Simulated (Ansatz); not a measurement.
# BGe+ (singlet): from Hartree-Fock to the top rungs at distance Ge1–B2 = 2.792 Å, cc-pVDZ

One table from this session's results is given with a row withheld; the runs are named, their logs left out.

Program: Ansatz 0.2.0, Gaussian basis. Level of theory: cc-pVDZ, core rule «outside noble gas», up to 15 orbitals frozen. These are calculated values, not measurements.

To be run: UHF; CCSD(T) on RHF; CCSD(T) on UHF; BCCD(T) on RHF; CISD; CCSDT(Q) on RHF; CCSDT(Q) on UHF; CCSDTQ on RHF; CASSCF and MRCISD+Q, 2 electrons in 2 orbitals; CASSCF and NEVPT2, 2 electrons in 2 orbitals; CASSCF and MRCISD+Q, 6 electrons in 8 orbitals; CASSCF and NEVPT2, 6 electrons in 8 orbitals; Full CI.

25 further runs of the same task are left out: 18 that didn't finish, 7 set aside as unsound or not needed.

**What is computed**

The geometry derives from a PBE0/def2-TZVP stationary point (not a proven minimum). One bond is set to the value named and the two fragments are kept rigid. No spin-orbit coupling is included. The filled d shell of Ge may be among the frozen orbitals whatever the setting's name suggests; the logs give the count.

2 atoms, charge 1, spin multiplicity 1.

Atoms are counted from 1 here; the program's logs count them from 0.

No contacts short enough for the rule that draws bonds.

Set-up of the first run:

in.yaml reads:

```yaml
crystal:
  periodic: [false, false, false]
  atoms:
    - {symbol: Ge, position_ang: [0.000000, 0.000000, 0.000000]}
    - {symbol: B, position_ang: [0.000000, 0.000000, 2.792000]}
basis:
  gaussian: {orbitals: cc-pVDZ}
total_charge: 1
magnetization: {spin_polarized: true, initial_magnetization: 0}
hamiltonian: {xc: hf}
output: {orbitals: {seedname: orbitals}}
```

The run is started by

```console
> ansatz run in.yaml --threads 1 --pin off --events-out ev --progress --plain --max-ram 2393MiB
```

Among the steps run: UHF; CCSD(T) on RHF; CCSD(T) on UHF; BCCD(T) on RHF; CISD; CCSDT(Q) on RHF; CCSDT(Q) on UHF; CCSDTQ on RHF; CASSCF and MRCISD+Q, 2 electrons in 2 orbitals; CASSCF and NEVPT2, 2 electrons in 2 orbitals; CASSCF and MRCISD+Q, 6 electrons in 8 orbitals; CASSCF and NEVPT2, 6 electrons in 8 orbitals; Full CI.

One table of the session follows, with a row left open; its other results are not shown here.

| method | from FCI (kJ/mol) |
| --- | --- |
| RHF | +389.4 |
| RMP2 | +135.7 |
| CISD | +44.9 |
| RCCSD | +15.8 |
| RCCSD(T) | +4.5 |
| BCCD(T) | +4.5 |
| RCCSDT | +1.3 |
| RCCSDT(Q) | +0.4 |
| RCCSDTQ | ? |
| CASSCF pair | +324.9 |
| NEVPT2 pair | +110.3 |
| CASSCF valence | +144.5 |
| NEVPT2 valence | +45.1 |
| MRCISD valence | +9.2 |
| MRCISD+Q valence | +3.5 |
| FCI | 0 |

Estimate the missing values for RCCSDTQ.

The run gave: from FCI (kJ/mol): +0.1. In the column «from FCI (kJ/mol)» it lies between FCI (0) and RCCSDT(Q) (+0.4).

Not comparable, so not listed: CASSCF and MRCISD+Q, 2 electrons in 2 orbitals (they don't share determinant, frozen orbitals or solution with the rows shown, or repeat one).

Limits of these values: Left out of the table: UHF, UMP2, UCCSD, UCCSD(T), UCCSDT, UCCSDT(Q) (another determinant or state than the rows shown). Warnings in the runs' records: passed over end.
